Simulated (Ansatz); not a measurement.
**BH₅O₂SSi: one species, many methods**

One table from this session's results is given with a row withheld; the runs are named, their logs left out.

Computed with Ansatz 0.2.0, Gaussian basis. Level: functionals in def2-TZVPP, the program's frozen cores in correlated methods.

The runs, in order: LDA (SPW92), PBE-D4, revPBE-D4, BLYP-D4, r2SCAN-D4, B97M-V, PBE0-D4, B3LYP-D4, r2SCANh-D4, r2SCAN0-D4, HSE06-D4, BHLYP-D4, CAM-B3LYP-D4, LC-ωPBE, ωB97X-V, ωB97M-V, B2PLYP, PBE-QIDH; CCSD(T)/def2-SVP; CCSD(T)/def2-TZVPP; MP2/def2-QZVPP; extrapolation to the limit; RPA on PBE.

### Structure used throughout

All runs share one geometry, relaxed beforehand with PBE0-D4 in a triple-zeta def2 set.

SMILES `BO[SiH](O)S`, 10 atoms, charge 0, spin multiplicity 1.

Atoms are counted from 1 here; the program's logs count them from 0.

Bond lengths: B1–O2 1.348 Å, B1–H6 1.201 Å, B1–H7 1.199 Å, O2–Si3 1.650 Å, Si3–O4 1.629 Å, Si3–S5 2.116 Å, Si3–H8 1.478 Å, O4–H9 0.959 Å, S5–H10 1.345 Å. Angles: O2–B1–H6 120.3°, O2–B1–H7 117.8°, H6–B1–H7 121.9°, B1–O2–Si3 137.2°, O2–Si3–O4 107.8°, O2–Si3–S5 114.7°, O2–Si3–H8 105.5°, O4–Si3–S5 104.3°, O4–Si3–H8 113.4°, S5–Si3–H8 111.3°, Si3–O4–H9 117.6°, Si3–S5–H10 92.8°.

Coordinates:

```xyz
10
charge 0, multiplicity 1
B    -0.91917    1.22054    1.09840
O    -0.79586    0.01010    0.51869
Si    0.20233   -0.70884   -0.58101
O     0.59618   -2.18199   -0.00872
S     2.06343    0.26176   -0.85073
H    -0.16595    2.11070    0.80999
H    -1.80259    1.37079    1.89458
H    -0.56591   -0.75472   -1.84245
H    -0.04592   -2.62869    0.54546
H     1.51675    1.24934   -1.58113
```

The first run:

in.yaml

```yaml
crystal:
  periodic: [false, false, false]
  atoms:
    - {symbol: B, position_ang: [-0.919167, 1.220541, 1.098403]}
    - {symbol: O, position_ang: [-0.795856, 0.010102, 0.518688]}
    - {symbol: Si, position_ang: [0.202328, -0.708838, -0.581006]}
    - {symbol: O, position_ang: [0.596184, -2.181985, -0.008715]}
    - {symbol: S, position_ang: [2.063434, 0.261755, -0.850726]}
    - {symbol: H, position_ang: [-0.165948, 2.110699, 0.809987]}
    - {symbol: H, position_ang: [-1.802594, 1.370789, 1.894583]}
    - {symbol: H, position_ang: [-0.565912, -0.754720, -1.842447]}
    - {symbol: H, position_ang: [-0.045918, -2.628686, 0.545461]}
    - {symbol: H, position_ang: [1.516748, 1.249342, -1.581128]}
basis:
  gaussian: {orbitals: def2-TZVPP}
hamiltonian: {xc: lda}
output: {orbitals: {seedname: orbitals}}
```

Started as:

```console
$ ansatz run in.yaml --threads 4 --pin off --events-out ev --progress --plain --max-ram 10444MiB
```

Steps of the session up to this table: LDA; PBE-D4 (GGA); revPBE-D4 (GGA); BLYP-D4 (GGA); r2SCAN-D4 (meta-GGA); B97M-V (meta-GGA); PBE0-D4 (hybrid); B3LYP-D4 (hybrid); r2SCANh-D4 (hybrid); r2SCAN0-D4 (hybrid); HSE06-D4 (hybrid); BHLYP-D4 (hybrid); CAM-B3LYP-D4 (range-separated); LC-ωPBE (range-separated); ωB97X-V (range-separated); ωB97M-V (range-separated); B2PLYP (double hybrid); PBE-QIDH (double hybrid).

One of the session's tables, all rows but one given; the rest of the session is left out.

It belongs to the step «Frontier levels by functional». 

| functional | HOMO (eV) | gap (eV) |
| --- | --- | --- |
| LDA (SPW92) | -6.68 | 4.63 |
| PBE-D4 | -6.55 | 4.79 |
| revPBE-D4 | -6.50 | 4.85 |
| BLYP-D4 | -6.37 | 4.73 |
| r2SCAN-D4 | -6.83 | 5.48 |
| B97M-V | -6.95 | 5.45 |
| PBE0-D4 | -7.80 | 7.05 |
| B3LYP-D4 | -7.53 | 6.52 |
| r2SCANh-D4 | -7.29 | 6.29 |
| r2SCAN0-D4 | ? | ? |
| HSE06-D4 | -7.39 | 6.26 |
| BHLYP-D4 | -8.87 | 9.10 |
| CAM-B3LYP-D4 | -9.12 | 9.42 |
| LC-ωPBE | -10.56 | 12.09 |
| ωB97X-V | -10.18 | 11.59 |
| ωB97M-V | -10.02 | 11.13 |

**Question.** Estimate the row for r2SCAN0-D4.

Worked estimate for «HOMO (eV)». Against the share of exact exchange, r2SCAN-D4 (0, -6.83), r2SCANh-D4 (0.1, -7.29) give a slope of -4.60 per unit share; at 0.25 the line stands at -7.98.

The run gave: HOMO (eV): -7.98; gap (eV): 7.48. In «HOMO (eV)» the line misses by 0.00.
